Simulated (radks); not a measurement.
# Ar⁴⁺ in [Ne] 3s2 3p2: an all-electron calculation

The task here is to estimate one member of a computed series from the others.

The numbers are computed with radks (a radial shooting solver on a logarithmic mesh, Libxc functionals) version 1 (non-relativistic Kohn-Sham, r2SCAN, spin-unpolarised, spherical densities, point nucleus), except any that are marked as measured or tabulated.

### What is computed

* element: argon (Z = 18)
* charge: +4
* electrons: 14
* configuration: [Ne] 3s2 3p2

Outer shells as boxes (Hund's rule):

Ar⁴⁺
```
[Ne] core
3s [↑↓]
3p [↑ ][↑ ][  ]
```

Set-up of the first run:

The run's settings:

```text
Z 18
configuration [Ne] 3s2 3p2 4s0 3d0
relativity non-relativistic
functional r2scan,r2scan
spin unpolarised
nucleus point
```

On the command line:

```bash
$ python run_ks.py task.json out
```

This one command runs every case of the session in turn.

One table of the session follows, with a row left open; its other results are not shown here.

It belongs to the step «Orbitals and density». From the orbitals of this run (lengths in bohr):

```
level      <r>  outermost maximum (interpolated)  90 % within  nodes
   1s  0.08620                            0.0565        0.154      0
   2s   0.4135                             0.340        0.644      1
   2p   0.3751                             0.281        0.620      0
   3s    1.264                              1.12         1.86      2
   3p    1.340                              1.17         2.01      1
   3d    1.481                              1.22         2.32      0
   4s        ?                                 ?            ?      ?
```

Estimate the missing values for 4s.

**Answer.** <r>: 2.946; outermost maximum (interpolated): 2.80; 90 % within: 4.24; nodes: 3. In the column «<r>» it is the highest.

To keep in mind: Spin polarisation and multiplet splitting are left out.
